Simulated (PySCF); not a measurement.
# C4H8BN: the cost of one run

Programs: PySCF 2.14.0, with density-fitted response routines of our own. Each step states its level of theory. These are calculated values for one molecule in the gas phase, unless marked as measured. Atoms count from 0, in the outputs and in this text.

### Step 1. Starting geometry

14 atoms, charge 0, multiplicity 1; geometry from: PBE0-D3(BJ)/def2-SVP.

Bonds of the start (Å): C0–C1 1.21, C1–C2 1.46, C2–C3 1.53, C3–B4 1.58, B4–N5 1.39, C0–H6 1.07, C2–H7 1.10, C2–H8 1.10, C3–H9 1.10, C3–H10 1.11, B4–H11 1.22, N5–H12 1.01, N5–H13 1.01.

### Step 2. NMR shieldings: HF/pcSseg-1

The job: settings as JSON, then the geometry in Å.

```
{"job": {"kind": "nmr", "xc": "HF", "basis": "pcSseg-1", "pop": false}, "charge": 0, "multiplicity": 1}
C     -3.578917    -0.723519     0.228410
C     -2.485299    -0.202951     0.263539
C     -1.154424     0.392482     0.296008
C     -0.014328    -0.621206     0.126838
B      1.425467     0.022270     0.204278
N      2.462637    -0.389320    -0.627446
H     -4.553447    -1.173783     0.200681
H     -1.028736     0.935565     1.248653
H     -1.097335     1.164665    -0.491143
H     -0.162992    -1.199488    -0.801279
H     -0.081823    -1.358049     0.949499
H      1.671913     0.891077     1.018037
H      2.354509    -1.100953    -1.339702
H      3.399167    -0.012565    -0.568622
```

Level: GIAO HF/pcSseg-1 NMR shielding, non-relativistic, gas phase.

Started as:

```sh
$ OMP_NUM_THREADS=1 python probes_run.py task.json out
```

This one command runs all jobs of the session in turn.

Q: Estimate the wall time and peak memory of this first job on 1 thread of Arm Neoverse V2, shared host.

About 4.7 s, with a peak of 0.73 GiB.
